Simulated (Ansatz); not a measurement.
# Na: the cost of one run

Computed with Ansatz 0.2.0 (DFT LDA, scalar-relativistic, plane waves, PAW, unless a step's input says otherwise).

7 further runs of the same task are left out: 7 set aside as unsound or not needed.

### Step 1. The system as given

The structure is hexagonal, space group P6_3/mmc (No. 194). Conventional cell: a = 3.767 Å, b = 3.767 Å, c = 6.154 Å, α = 90.00°, β = 90.00°, γ = 120.00°. Around Na (site symmetry -6m2) lie 12 Na at 3.77 Å.

Structure file:

```cif
data_structure
_symmetry_space_group_name_H-M 'P 1'
_symmetry_Int_Tables_number 1
_cell_length_a 3.7670
_cell_length_b 3.7670
_cell_length_c 6.1540
_cell_angle_alpha 90.000
_cell_angle_beta 90.000
_cell_angle_gamma 120.000
_cell_volume 75.63
loop_
_atom_site_label
_atom_site_type_symbol
_atom_site_fract_x
_atom_site_fract_y
_atom_site_fract_z
_atom_site_occupancy
Na1 Na 0.33333 0.66667 0.25000 1
Na2 Na 0.66667 0.33333 0.75000 1
```

The structure comes from the Crystallography Open Database.

### Step 7. Setting up the map

The energy is mapped over two normal modes frozen in (zone-centre modes of the cell shown).

The axes are (1) amplitude of mode 4 (58 cm⁻¹), largest displacement: 7 values from −0.700 Å; (2) amplitude of mode 6 (137 cm⁻¹), largest displacement: 7 values from −0.436 Å.

Nothing else is relaxed (the cell and all other modes fixed). Energies count from the relaxed high-symmetry cell. Points are written as (first, second).

Displacement patterns for an amplitude of 1 (Å):

```csv
atom,x1,y1,z1,x2,y2,z2
Na1,1.000,0.000,0.000,0.000,0.000,1.000
Na2,-1.000,0.000,0.000,0.000,0.000,-1.000
```

(The set-up runs are not shown.)

### Step 8. Point (−0.700 Å, −0.436 Å)

input.yaml reads:

```yaml
crystal:
  lattice:
    - [3.6209798977, 0.0, 0.0]
    - [-1.8104899489, 3.135860578, 0.0]
    - [0.0, 0.0, 5.8981745703]
  atoms:
    - { symbol: Na, position: [0.1400154968, 0.6666666667, 0.1760788241] }
    - { symbol: Na, position: [0.8599845032, 0.3333333333, 0.8239211759] }
basis:
  ecutwfc: 520.0
kpoints:
  mp_grid: { grid: [15, 15, 8] }
hamiltonian:
  xc: lda
  pseudopotentials: { kind: paw }
scf:
  occupations: { method: gaussian, width: 0.15 }
output:
  forces: true
  stress: true
  eigenvalues: true
```

Run with:

```sh
ansatz run input.yaml --threads 1 --pin off --max-ram 2048MiB --backend cpu --events-out ev --progress --plain --runs-dir out
```

**Question.** How long does this run take on 1 thread of Arm Neoverse N1, shared host, and how much memory does it need?

About 76 s, with a peak of 1 GiB.
